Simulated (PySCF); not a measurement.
# C4H5BrO: the cost of one run

Programs: PySCF 2.14.0, with routines of our own; each step states its level. All values are computed. Atoms count from 0.

## 1. The system as given

11 atoms, charge 0, multiplicity 1; geometry from: GFN2-xTB.

## 2. Relaxing the molecule at PBE0-D3(BJ)/def2-SVP

Job settings and geometry (Å):

```
{"job": {"xc": "PBE0", "basis": "def2-SVP", "d3": "d3bj", "grid": 1, "maxiter": 30, "shake": 0.01, "kind": "geom"}, "charge": 0, "multiplicity": 1}
C     -1.843260    -1.198000    -0.731710
C     -0.634110    -0.984290    -0.307590
O     -0.225620     0.240380     0.104150
C      1.093890     0.383420     0.537820
C      1.544340     1.536240     0.954440
Br     0.490520     3.112700     0.998920
H     -2.562550    -0.367060    -0.768790
H     -2.171080    -2.136010    -1.068410
H      0.108290    -1.769670    -0.240280
H      1.689710    -0.506340     0.542320
H      2.547990     1.662820     1.318260
```

On the command line:

```sh
> OMP_NUM_THREADS=1 python heavy_run.py task.json out
```

This one command runs all jobs of the session in turn.

Q: Estimate the wall time and peak memory of this first job on 1 thread of Intel Xeon Platinum 8488C, shared host.

About 57 s, with a peak of 0.54 GiB.
